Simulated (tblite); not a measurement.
# C7H6ClF3O: the cost of one run

Programs: tblite 0.8.0 and PySCF 2.14.0, with density-fitted response routines of our own. Each step states its level of theory. These are calculated values for one molecule in the gas phase, unless marked as measured. Atoms are numbered from 0 throughout.

**1. Starting geometry**

18 atoms, charge 0, multiplicity 1; geometry from: force field or distance geometry start.

Bonds of the start (Å): C0–C1 1.21, C1–C2 1.47, C2–Cl3 1.72, C2–C4 1.30, C4–C5 1.45, C5–C6 1.48, C6–F7 1.37, C4–O8 1.42, O8–C9 1.41, C9–F10 1.37, C9–F11 1.38, C0–H12 1.07, C5–H13 1.13, C5–H14 1.14, C6–H15 1.11, C6–H16 1.13, C9–H17 1.13.

**2. Relaxing the molecule with GFN2-xTB**

The job: settings as JSON, then the geometry in Å.

```
{"job": {"kind": "relax", "xc": "GFN2-xTB", "basis": "xTB"}, "charge": 0, "multiplicity": 1}
C     -2.631100     2.188700    -0.785000
C     -1.516800     1.743200    -0.669800
C     -0.150000     1.212400    -0.525600
Cl     1.075700     2.001300    -1.447600
C      0.072200     0.211900     0.273100
C      1.326800    -0.455800     0.536800
C      2.549000    -0.096400    -0.209800
F      2.452200    -0.332400    -1.555400
O     -1.059700    -0.293100     0.957300
C     -1.702400    -1.494800     0.587600
F     -2.750100    -1.666500     1.458400
F     -2.162100    -1.477800    -0.715000
H     -3.625900     2.569700    -0.888500
H      1.233300    -1.581100     0.540600
H      1.548300    -0.236400     1.636300
H      2.969200     0.899400     0.030500
H      3.357900    -0.812500     0.132500
H     -0.995500    -2.373300     0.632200
```

Started as:

```bash
$ OMP_NUM_THREADS=2 python probes_run.py task.json out
```

One launch serves the whole session: the jobs run in the order shown.

**Question.** How long does this first job take on 2 threads of AMD EPYC 7B13, shared host, and how much memory does it need?

About 2.9 s, with a peak of 0.18 GiB.
